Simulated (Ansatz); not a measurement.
**BaWO4 (C2/c): relaxation of cell and ions from a Python script**

What cell does BaWO4 (C2/c) relax to? The task is a relaxation of cell and ions, for BaWO4 (C2/c).

Computed with the Python package of Ansatz 0.2.0. Level of theory: DFT r2SCAN, plane waves, PAW.

## Step 1: The system

It takes space group C2/c (No. 15, monoclinic). The conventional cell has a = 8.123 Å, b = 12.732 Å, c = 5.708 Å, α = 90.00°, β = 134.60°, γ = 90.00°. Around Ba (site symmetry 2) lie 8 O at 2.79 to 2.80 Å. W (site symmetry 2) is surrounded by 4 O at 1.82 to 1.83 Å. O (site symmetry 1) has 1 W at 1.82 Å as nearest neighbours. Around O (site symmetry 1) lie 1 W at 1.83 Å.

The script holds or builds the structure itself.

## Step 2: The code

The input, run_vcrelax.py:

```python
import argparse
import warnings

import ansatz as az
from ase import Atoms
from ase.data import atomic_numbers
from ase.neighborlist import neighbor_list
import numpy as np
import spglib

parser = argparse.ArgumentParser(description='Variable-cell relaxation of BaWO4.')
parser.add_argument('--functional', required=True, help='exchange-correlation functional')
parser.add_argument('--mesh', type=int, nargs=3, required=True, help='k-point sampling')
parser.add_argument('--scf-tol', type=float, required=True, help='SCF tolerance (eV)')
parser.add_argument('--max-scf', type=int, default=60, help='most SCF iterations')
args = parser.parse_args()

def edges_and_angles(cell):
    cell = np.asarray(cell)
    a, b, c = np.linalg.norm(cell, axis=1)
    cosines = cell[1] @ cell[2] / (b * c), cell[0] @ cell[2] / (a * c), cell[0] @ cell[1] / (a * b)
    return (a, b, c, *np.degrees(np.arccos(cosines)))

warnings.simplefilter('ignore', az.DeckWarning)

cell = (
    az.Lattice.of((4.061499, -6.365982, 0.0), (4.061499, 6.365982, 0.0), (-4.008055, 0.0, 4.064371))
    .atom('Ba', (0.873702, 0.126298, 0.75))
    .atom('Ba', (0.126298, 0.873702, 0.25))
    .atom('W', (0.378957, 0.621043, 0.75))
    .atom('W', (0.621043, 0.378957, 0.25))
    .atom('O', (0.567584, 0.164534, 0.341947))
    .atom('O', (0.835466, 0.432416, 0.158053))
    .atom('O', (0.432416, 0.835466, 0.658053))
    .atom('O', (0.164534, 0.567584, 0.841947))
    .atom('O', (0.231046, 0.317223, 0.383674))
    .atom('O', (0.682777, 0.768954, 0.116326))
    .atom('O', (0.768954, 0.682777, 0.616326))
    .atom('O', (0.317223, 0.231046, 0.883674))
)

setup = (
    cell.calculation()
    .functional(args.functional)
    .basis(19 * az.Ha, xc_grid=3)
    .kpoints(*args.mesh, center='monkhorst-pack')
    .occupations(az.OccupationsMethod.FIXED)
    .scf(tolerance=args.scf_tol, max_iterations=args.max_scf)
    .relax(max_steps=100, fix_cell=['angles'], stress_tolerance=0.01)
)
steps = []


def follow(event):
    if event['event'] != 'relax_step':
        return
    row = event['data']
    steps.append(row)
    print(f'step {row["step"]:3d}  E = {row["lagrangian_ev"]:.5f} eV  largest force component = {row["allowed_force_max_ev_ang"]:.4f} eV/A  P = {row["pressure_gpa"]:.3f} GPa')


done = setup.session().plan(threads=1).execute(on_event=follow)
summary = done.report

first, last = steps[0], steps[-1]
symbols = [site.symbol for site in done.lattice.sites]
print(f'energy gained {first["lagrangian_ev"] - last["lagrangian_ev"]:.4f} eV in {len(steps) - 1} steps')
for label, vectors in (('before', first['cell_ang']), ('after', done.lattice.cell_ang)):
    print(label, 'a b c (A) {:.4f} {:.4f} {:.4f}  angles {:.2f} {:.2f} {:.2f}'.format(*edges_and_angles(vectors)), f' V = {abs(np.linalg.det(vectors)):.3f} A^3')
print('final stress xx yy zz (GPa, compression positive):', np.round(np.diag(summary['stress_gpa']), 3) + 0.0)

change = np.array(last['positions_ang']) @ np.linalg.inv(last['cell_ang']) - np.array(first['positions_ang']) @ np.linalg.inv(first['cell_ang'])
moved = np.linalg.norm(change @ np.array(last['cell_ang']), axis=1)
print('displacement within the cell, strain taken out (A):', ' '.join(f'{s}:{d:.3f}' for s, d in zip(symbols, moved)))

print('relaxed fractional positions')
for site in done.lattice.sites:
    print(f'  {site.symbol:2s}', ' '.join(f'{v % 1:8.5f}' for v in np.round(site.position_frac, 5)))

final = Atoms(symbols, positions=last['positions_ang'], cell=done.lattice.cell_ang, pbc=True)
i, j, d = neighbor_list('ijd', final, 4.5)
print('neighbours within 1.2 times the shortest distance of each atom (A)')
for atom in range(len(final)):
    near = [m for m in np.argsort(d) if i[m] == atom]
    shell = [m for m in near if d[m] < 1.2 * d[near[0]]]
    print(f'{symbols[atom]}{atom} ({len(shell)}):', ', '.join(f'{symbols[j[m]]} {d[m]:.3f}' for m in shell))

fractions = [site.position_frac for site in done.lattice.sites]
numbers = [atomic_numbers[s] for s in symbols]
for tolerance in (1e-3, 1e-2, 1e-1):
    print(f'space group at {tolerance} A:', spglib.get_spacegroup((done.lattice.cell_ang, fractions, numbers), symprec=tolerance))

n_atoms = len(summary['lattice']['sites'])
print('F =', round(summary['free_energy_ev'], 4), 'eV for', n_atoms, 'atoms')
print('E(sigma -> 0) =', round(summary['energy_sigma0_ev'], 4), 'eV, TS =', round(summary['entropy_ts_ev'], 5), 'eV')
print('closed by', summary['closed_by'], 'after', summary['n_iterations'], 'iterations')
```

## Step 3: The input behind the calls

The engine receives this input:

```yaml
crystal:
  lattice:
    - [4.061499, -6.365982, 0.0]
    - [4.061499, 6.365982, 0.0]
    - [-4.008055, 0.0, 4.064371]
  atoms:
    - { symbol: Ba, position: [0.873702, 0.126298, 0.75] }
    - { symbol: Ba, position: [0.126298, 0.873702, 0.25] }
    - { symbol: W, position: [0.378957, 0.621043, 0.75] }
    - { symbol: W, position: [0.621043, 0.378957, 0.25] }
    - { symbol: O, position: [0.567584, 0.164534, 0.341947] }
    - { symbol: O, position: [0.835466, 0.432416, 0.158053] }
    - { symbol: O, position: [0.432416, 0.835466, 0.658053] }
    - { symbol: O, position: [0.164534, 0.567584, 0.841947] }
    - { symbol: O, position: [0.231046, 0.317223, 0.383674] }
    - { symbol: O, position: [0.682777, 0.768954, 0.116326] }
    - { symbol: O, position: [0.768954, 0.682777, 0.616326] }
    - { symbol: O, position: [0.317223, 0.231046, 0.883674] }
basis:
  ecutwfc: 517.016338673772
  xc_grid: 3
kpoints:
  mp_grid:
    grid: [4, 4, 6]
    shift: [0.5, 0.5, 0.5]
hamiltonian:
  xc: r2scan
scf:
  max_iter: 60
  convergence:
    dr2_threshold: 1.0e-07
  occupations:
    method: fixed
relax:
  max_steps: 100
  cell:
    stress_tol: 0.01
    fix: [angles]
```

## Step 4: Running it

Started as:

```console
$ python run_vcrelax.py --functional r2scan --mesh 4 4 6 --scf-tol 1e-07
```

Without the output at hand: what should come out? Wanted: free energy; moves of the relaxation; energy gained; last largest force component; relaxed conventional cell; space group at the end.

As calculated:

| quantity | value |
| --- | --- |
| free energy | -37285.8877 eV (-3107.1573 eV/atom) |
| moves of the relaxation | 8 |
| energy gained (ahead of the last change of basis) | 28.0 meV/atom |
| last largest force component | 0.0010 eV/Å |
| relaxed conventional cell | a = 8.008 Å, b = 12.552 Å, c = 5.638 Å, α = 90.00°, β = 134.60°, γ = 90.00° |
| space group at the end | C2/c |

Over 8 moves the cell shrank by 4.0 % in volume, and the space group stayed C2/c. Spin is left out of this run. Energies along a relaxation are free energies. Rows at an unchanged volume are solved on a plane-wave basis chosen afresh for that cell, so the energy jumps there and such rows are no steps of the walk. Edges and angles that the script prints are those of the cell as typed, here a primitive one. Spin-orbit coupling, which matters for elements this heavy, is left out. The structure comes from a database of computed cells and needn't be a stable or known phase.
